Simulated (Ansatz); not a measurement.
# TaMn2N3: the cost of one run

Method: DFT PBE, scalar-relativistic, plane waves, PAW, in Ansatz 0.2.0.

## 1. The starting structure

The structure is tetragonal, space group P4/mmm (No. 123). Conventional cell: a = 3.156 Å, b = 3.156 Å, c = 7.720 Å, α = 90.00°, β = 90.00°, γ = 90.00°. Ta (site symmetry 4/mmm) is surrounded by 4 N at 2.23 Å. Mn (site symmetry 4mm) is surrounded by 1 N at 1.46 Å. N (site symmetry 4/mmm) has 4 Ta at 2.23 Å and 2 Mn at 2.40 Å as nearest neighbours. N (site symmetry 4/mmm) has 2 Mn at 1.46 Å as nearest neighbours. N (site symmetry 4/mmm) has 4 N at 2.23 Å as nearest neighbours.

Coordinates:

```
Ta Mn N
1.0
     3.15552    0.00000    0.00000
     0.00000    3.15552    0.00000
     0.00000    0.00000    7.71977
Ta Mn N
1 2 3
Cartesian
  0.0000 0.0000 0.0000
  1.5778 1.5778 5.3229
  1.5778 1.5778 2.3969
  1.5778 1.5778 0.0000
  1.5778 1.5778 3.8599
  0.0000 0.0000 3.8599
```

Recipe of the guess: random cell by space group and Wyckoff sites (P4/mmm, No. 123). The dimensions are guesses.

## 2. The guess as it stands, on a coarse mesh

The input, input.yaml:

```yaml
crystal:
  lattice:
    - [3.15551534, 0.0, 0.0]
    - [0.0, 3.15551534, 0.0]
    - [0.0, 0.0, 7.71976952]
  atoms:
    - { symbol: Ta, position: [0.0, 0.0, 0.0] }
    - { symbol: Mn, position: [0.5, 0.5, 0.68951484], spin: 4.0 }
    - { symbol: Mn, position: [0.5, 0.5, 0.31048516], spin: 4.0 }
    - { symbol: "N", position: [0.5, 0.5, 0.0] }
    - { symbol: "N", position: [0.5, 0.5, 0.5] }
    - { symbol: "N", position: [0.0, 0.0, 0.5] }
basis:
  ecutwfc: 420
kpoints:
  mp_grid: { grid: [6, 6, 2] }
hamiltonian:
  xc: pbe
scf:
  occupations: { method: gaussian, width: 0.1 }
  lower_state_search: "off"
output:
  forces: true
  stress: true
  eigenvalues: true
  populations: true
magnetization:
  spin_polarized: true
```

Command:

```console
> ansatz run input.yaml --threads 1 --pin off --max-ram 2560MiB --backend cpu --events-out ev --progress --plain --runs-dir out
```

**Question.** How long does this run take on 1 thread of Arm Neoverse V2, shared host, and how much memory does it need?

About 14 s, with a peak of 0.41 GiB.
